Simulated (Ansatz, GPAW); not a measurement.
## A script for Li₂MgSiTe₄ (GLLB-SC)

These are simulated results from GPAW 26.7.0, not measurements. The cell was built from a prototype and was relaxed with r2SCAN in plane waves (Ansatz 0.2.0). It may be hypothetical. All runs are without spin polarisation.

Space group I-4 (No. 82), tetragonal; conventional cell a = 6.432 Å, c = 11.944 Å, 30.88 Å³ an atom. Li has 4 Te at 2.86 Å; Li has 4 Te at 2.73 Å; Mg has 4 Te at 2.79 Å; Si has 4 Te at 2.52 Å; Te has 1 Si at 2.52 Å and 2 Li at 2.73–2.86 Å and 1 Mg at 2.79 Å.

GLLB-SC is a model potential. Its fundamental gap is the Kohn-Sham gap plus a derivative discontinuity, which the script evaluates at the band edges among the listed k points. Its total energy isn't variational and serves nothing here.

Input script:

```python
import json
from ase import Atoms
from gpaw import GPAW, PW, FermiDirac

atoms = Atoms(['Li', 'Li', 'Mg', 'Si', 'Te', 'Te', 'Te', 'Te'],
              cell=[[-3.21596992, 3.21596992, 5.97214939], [3.21596992, -3.21596992, 5.97214939], [3.21596992, 3.21596992, -5.97214939]],
              scaled_positions=[[0.0, 0.0, 0.0], [0.75, 0.25, 0.5], [0.25, 0.75, 0.5], [0.5, 0.5, 0.0], [0.147797759, 0.604585856, 0.992459013], [0.395414144, 0.387873156, 0.543211903], [0.612126844, 0.155338746, 0.007540987], [0.844661254, 0.852202241, 0.456788097]],
              pbc=True)
calc = GPAW(mode=PW(400), xc='GLLBSC', kpts={'size': (4, 4, 4), 'gamma': True},
            occupations=FermiDirac(0.02), maxiter=100, legacy_gpaw=True, txt='gpaw.txt')
atoms.calc = calc
res = {'energy': atoms.get_potential_energy(force_consistent=True)}
res['electrons'] = calc.get_number_of_electrons()
res['k'] = calc.get_ibz_k_points().tolist()
res['levels'] = [calc.get_eigenvalues(kpt=i).tolist() for i in range(len(res['k']))]
points = [[0.0, 0.0, 0.0], [0.0, 0.0, 0.5], [0.25, 0.25, 0.25], [0.0, 0.5, 0.0], [0.5, 0.5, -0.5], [0.322494, 0.677506, -0.322494], [-0.322494, 0.322494, 0.322494], [-0.144988, 0.144988, 0.5], [0.5, 0.5, -0.144988]]
bands = calc.fixed_density(kpts=points, symmetry='off', nbands=round(res['electrons']) // 2 + 6, convergence={'bands': -2}, txt='bands.txt')
res['points'] = [bands.get_eigenvalues(kpt=i).tolist() for i in range(len(points))]
homo, lumo = bands.get_homo_lumo()
potential = calc.hamiltonian.xc.response.calculate_discontinuity_potential(homo, lumo)
res['discontinuity'] = bands.hamiltonian.xc.response.calculate_discontinuity(potential)
json.dump(res, open('results.json', 'w'))
print('free energy (eV):', round(res['energy'], 5))
```

Command: `python run.py`. It took 100 s on 1 thread of Arm Neoverse V2, on a shared host, peak memory 0.35 GiB.

The log gpaw.txt, trimmed of paths, versions and times, then the last line on the terminal. An iter line gives the energy in eV and the logarithms of the changes of orbitals (plane waves alone) and density (c: converged):

```
___ ___ ___ _ _ _
 |   |   |_  | | | |

 | | | | | . | | | |

 |__ |  _|___|_____|  26.7.0
 |___|_|

Input parameters:
  kpts: {gamma: True,
         size: (4, 4, 4)}
  maxiter: 100
  mode: {ecut: 400.0,
         name: pw}
  occupations: {fixmagmom: False,
                name: fermi-dirac,
                width: 0.02}
  xc: GLLBSC

System changes: positions, numbers, cell, pbc, initial_charges, initial_magmoms

Initialize ...

species:
  Li:
    name:    Lithium
    Z:       3.0
    valence: 1
    core:    2
    charge:  0.0  # [|e|]
    compensation charges:
      type: gauss
      rc: 0.33  # [Å]
      lmax: 2
    cutoffs:
      filter: 1.91  # [Å]
      core: 2.55  # [Å]
    projectors
    | kind |    occ | energy [eV] | rcut [Å] |

    |------|--------|-------------|----------|

    |   2s |  1.000 |      -4.279 |    1.058 |

    |   2p |  0.000 |      -2.495 |    1.058 |

    |    s |        |      22.932 |    1.058 |

    Using partial waves for Li as LCAO basis

  Mg:
    name:    Magnesium
    Z:       12.0
    valence: 10
    core:    2
    charge:  0.0  # [|e|]
    compensation charges:
      type: gauss
      rc: 0.33  # [Å]
      lmax: 2
    cutoffs:
      filter: 1.86  # [Å]
      core: 0.54  # [Å]
    projectors
    | kind |    occ | energy [eV] | rcut [Å] |

    |------|--------|-------------|----------|

    |   2s |  2.000 |     -81.998 |    1.090 |

    |   3s |  2.000 |      -6.877 |    1.090 |

    |   2p |  6.000 |     -48.239 |    1.085 |

    |   3p |  0.000 |      -3.605 |    1.085 |

    |    d |        |       0.000 |    1.037 |

    Using partial waves for Mg as LCAO basis

  Si:
    name:    Silicon
    Z:       14.0
    valence: 4
    core:    10
    charge:  0.0  # [|e|]
    compensation charges:
      type: gauss
      rc: 0.33  # [Å]
      lmax: 2
    cutoffs:
      filter: 1.86  # [Å]
      core: 2.06  # [Å]
    projectors
    | kind |    occ | energy [eV] | rcut [Å] |

    |------|--------|-------------|----------|

    |   3s |  2.000 |     -12.033 |    1.058 |

    |   3p |  2.000 |      -5.571 |    1.058 |

    |    s |        |      15.179 |    1.058 |

    |    p |        |      21.640 |    1.058 |

    |    d |        |       0.000 |    1.058 |

    Using partial waves for Si as LCAO basis

  Te:
    name:    Tellurium
    Z:       52.0
    valence: 6
    core:    46
    charge:  0.0  # [|e|]
    compensation charges:
      type: gauss
      rc: 0.36  # [Å]
      lmax: 2
    cutoffs:
      filter: 2.09  # [Å]
      core: 3.17  # [Å]
    projectors
    | kind |    occ | energy [eV] | rcut [Å] |

    |------|--------|-------------|----------|

    |   5s |  2.000 |     -17.259 |    1.180 |

    |   5p |  4.000 |      -8.515 |    1.196 |

    |    s |        |       9.952 |    1.180 |

    |    p |        |      18.697 |    1.196 |

    |    d |        |       0.000 |    1.238 |

    Using partial waves for Te as LCAO basis

Reference energy: -752556.793133  # eV

Spin-paired calculation

Convergence criteria:
 Maximum [total energy] change in last 3 cyles: 0.0005 eV / valence electron
 Maximum integral of absolute [dens]ity change: 0.0001 electrons / valence electron
 Maximum integral of absolute [eigenst]ate change: 4e-08 eV^2 / valence electron
[... 11 lines left out ...]
14 k-points in the irreducible part of the Brillouin zone
       k-points in crystal coordinates                weights
   0:     0.00000000    0.00000000    0.00000000          1/64
   1:     0.25000000   -0.25000000    0.00000000          4/64
   2:     0.25000000   -0.25000000    0.25000000          4/64
   3:     0.25000000    0.00000000    0.00000000          8/64
   4:     0.25000000    0.25000000   -0.25000000          2/64
   5:     0.25000000    0.25000000    0.25000000          2/64
   6:     0.50000000    0.00000000    0.25000000          8/64
   7:     0.50000000    0.00000000    0.50000000          4/64
   8:     0.50000000    0.25000000    0.00000000          8/64
   9:     0.50000000    0.25000000    0.25000000          8/64
          ...
  13:     0.50000000    0.50000000    0.50000000          1/64

Wave functions: Plane wave expansion
  Cutoff energy: 400.000 eV
  Number of coefficients (min, max): 4440, 4531
  Pulay-stress correction: 0.000000 eV/Ang^3 (de/decut=0.000000)
  Using FFTW library
  ScaLapack parameters: grid=1x1, blocksize=None
  Wavefunction extrapolation:
    Improved wavefunction reuse through dual PAW basis

Occupation numbers: Fermi-Dirac:
  width: 0.0200  # eV

Eigensolver
   Davidson(niter=2)

Densities:
  Coarse grid: 35*35*35 grid
  Fine grid: 70*70*70 grid
  Total Charge: 0.000000

Density mixing:
  Method: separate
  Backend: msr1
  Linear mixing parameter: 0.05
  old densities: 10
  Width of damping distribution: 1.1
  Damping of long wavelength oscillations: 20

Hamiltonian:
  XC and Coulomb potentials evaluated on a 70*70*70 grid
  Using the GLLBSC Exchange-Correlation functional
  External potential:
    NoExternalPotential

XC parameters: GLLBSC functional being used consists of
  -----------------------------------------------------------------------
  | Weight | Module     | Description                                   |

  -----------------------------------------------------------------------
  |  1.000 | SCREENING  | GGA_X_PBE_SOL with 2 nearest neighbor stencil |

  |  1.000 | RESPONSE   | eps=0.0500 eV                                 |

  |  1.000 | XC         | GGA_C_PBE_SOL with 2 nearest neighbor stencil |

  -----------------------------------------------------------------------

Memory estimate:
  Process memory now: 127.09 MiB
  Calculator: 74.81 MiB
    Density: 23.43 MiB
      Arrays: 8.50 MiB
      Localized functions: 8.39 MiB
      Mixer: 6.54 MiB
    Hamiltonian: 5.80 MiB
      Arrays: 5.56 MiB
      XC: 0.00 MiB
      Poisson: 0.00 MiB
      vbar: 0.24 MiB
    Wavefunctions: 45.58 MiB
      Arrays psit_nG: 27.10 MiB
      Eigensolver: 2.40 MiB
      Projections: 0.53 MiB
      Projectors: 12.94 MiB
      PW-descriptor: 2.60 MiB

Total number of cores used: 1

Number of atoms: 8
Number of atomic orbitals: 36
Number of bands in calculation: 28
Number of valence electrons: 40
Bands to converge: occupied

... initialized

Initializing position-dependent things.

Density initialized from atomic densities
Creating initial wave functions:
  28 bands from LCAO basis set
Positions:
   0 Li     0.000000    0.000000    0.000000    ( 0.0000,  0.0000,  0.0000)
   1 Li    -0.000000    3.215970    2.986075    ( 0.0000,  0.0000,  0.0000)
   2 Mg     3.215970    0.000000    2.986075    ( 0.0000,  0.0000,  0.0000)
   3 Si     0.000000    0.000000    5.972149    ( 0.0000,  0.0000,  0.0000)
   4 Te     4.660735    1.722702   -1.433766    ( 0.0000,  0.0000,  0.0000)
   5 Te     1.722702    1.771205    1.433766    ( 0.0000,  0.0000,  0.0000)
   6 Te    -1.444765    1.493268    4.538383    ( 0.0000,  0.0000,  0.0000)
   7 Te     1.493268    1.444765    7.405916    ( 0.0000,  0.0000,  0.0000)

Unit cell:
           periodic     x           y           z      points  spacing
  1. axis:    yes   -3.215970    3.215970    5.972149    35     0.1618
  2. axis:    yes    3.215970   -3.215970    5.972149    35     0.1618
  3. axis:    yes    3.215970    3.215970   -5.972149    35     0.1299

  Lengths:   7.506763   7.506763   7.506763
  Angles:  129.266648 129.266648  74.581902

Effective grid spacing dv^(1/3) = 0.1793

iter:   1   -28.640294
iter:   2   -31.707199   -0.77  -1.04
iter:   3   -30.888102   -1.30  -0.93
iter:   4   -30.768093   -1.25  -1.13
iter:   5   -31.476342   -1.72  -1.51
iter:   6   -31.450839   -2.47  -1.43
iter:   7   -31.497522   -2.94  -1.42
iter:   8   -31.534547   -3.19  -1.49
iter:   9   -31.467486   -3.66  -1.61
iter:  10   -31.538149   -2.90  -1.66
iter:  11   -31.419516   -3.55  -2.35
iter:  12   -31.401606   -3.45  -2.27
iter:  13   -31.380028   -4.44  -2.79
iter:  14   -31.365467   -5.37  -3.28
iter:  15   -31.354808   -6.02  -3.59
iter:  16   -31.357786c  -6.47  -3.77
iter:  17   -31.357022c  -6.93  -4.43c
iter:  18   -31.356949c  -7.39  -4.83c
iter:  19   -31.356747c  -7.81c -5.22c

Converged after 19 iterations.

Energy contributions relative to reference atoms: (reference = -752556.793133)

Kinetic:        +94.943567
Potential:      -84.490315
External:        +0.000000
XC:             -38.386228
Entropy (-ST):   -0.000000
Local:           -3.423771
SIC:             +0.000000
--------------------------
Free energy:    -31.356747
Extrapolated:   -31.356747

GLLBSC response reference energy: 1.19597 eV (from HOMO)

Showing only first 2 kpts
 Kpt  Band  Eigenvalues  Occupancy
  0    18      1.10668    2.00000
  0    19      1.19600    2.00000
  0    20      3.77814    0.00000
  0    21      3.81851    0.00000

  1    18      0.72260    2.00000
  1    19      1.00444    2.00000
  1    20      3.75667    0.00000
  1    21      4.87447    0.00000

Fermi level: 1.89657

Gap: 2.113 eV
Transition (v -> c):
  (s=0, k=0, n=19, [0.00, 0.00, 0.00]) -> (s=0, k=13, n=20, [0.50, 0.50, 0.50])
Direct/indirect transitions are different
Direct gap: 2.224 eV
Transition at: (s=0, k=11, n=19, [0.50, 0.50, 0.00])

free energy (eV): -31.35675
```

The gap in the log is over the mesh alone; results.json adds the listed points. GLLB-SC gives a gap of 3.17 eV (2.113 eV Kohn-Sham over the listed points plus 1.053 eV discontinuity). On the same cell, plane-wave PBE (Ansatz, 6×6×6 k points and the special points) gives a gap of 1.82 eV and r2SCAN a gap of 2.14 eV; on shared hosts these took about 55 and 120 core-seconds on the 8-atom cell, against 100 for the script. Spin-orbit coupling, left out in all these runs, can cut or reorder the gap by tenths of an eV, up to about 1 eV with Pb or Bi.

Spin-orbit coupling is left out, which matters wherever the heavy atoms make up the band edges.
